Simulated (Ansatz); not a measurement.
# ClFH4OW: the cost of one run

All numbers below are computed with Ansatz 0.2.0 (RHF/def2-SVP).

### Step 1. The system as given

Bond lengths: W1–Cl2 2.390 Å, W1–H3 1.720 Å, W1–O4 1.940 Å, O4–H5 1.010 Å, W1–F6 1.850 Å, W1–H7 1.720 Å, W1–H8 1.720 Å. Angles (14 of 16 angles, heavy atoms first): Cl2–W1–O4 90.0°, Cl2–W1–F6 90.0°, O4–W1–F6 90.0°, Cl2–W1–H3 90.0°, Cl2–W1–H7 90.0°, Cl2–W1–H8 180.0°, H3–W1–O4 90.0°, H3–W1–F6 180.0°, O4–W1–H7 180.0°, O4–W1–H8 90.0°, F6–W1–H7 90.0°, F6–W1–H8 90.0°, W1–O4–H5 109.5°, H3–W1–H7 90.0°.

As a file:

```xyz
8

W     0.0000    0.0000    0.0000
Cl    0.0000    0.0000    2.3900
H     1.7200    0.0000    0.0000
O     0.0000    1.9400    0.0000
H    -0.6343    2.2771   -0.7100
F    -1.8500    0.0000    0.0000
H     0.0000   -1.7200    0.0000
H     0.0000    0.0000   -1.7200
```

### Step 2. Preparing the start

Input file input.yaml:

```yaml
crystal:
  periodic: [false, false, false]
  atoms:
    - { symbol: W, position_ang: [0.0, 0.0, 0.0] }
    - { symbol: Cl, position_ang: [0.0, 0.0, 2.39] }
    - { symbol: H, position_ang: [1.72, 0.0, 0.0] }
    - { symbol: O, position_ang: [0.0, 1.94, 0.0] }
    - { symbol: H, position_ang: [-0.6343, 2.2771, -0.71] }
    - { symbol: F, position_ang: [-1.85, 0.0, 0.0] }
    - { symbol: H, position_ang: [0.0, -1.72, 0.0] }
    - { symbol: H, position_ang: [0.0, 0.0, -1.72] }
basis:
  gaussian: { orbitals: def2-SVP }
hamiltonian:
  xc: hf
relax:
  f_tol: 0.02
  max_steps: 40
```

Started as:

```bash
$ ansatz run input.yaml --threads 1 --pin off --max-ram 2048MiB --backend cpu --events-out ev --progress --plain --runs-dir out
```

What time and memory should one allow on 1 thread of Arm Neoverse V2, shared host?

About 42 s, with a peak of 0.19 GiB.
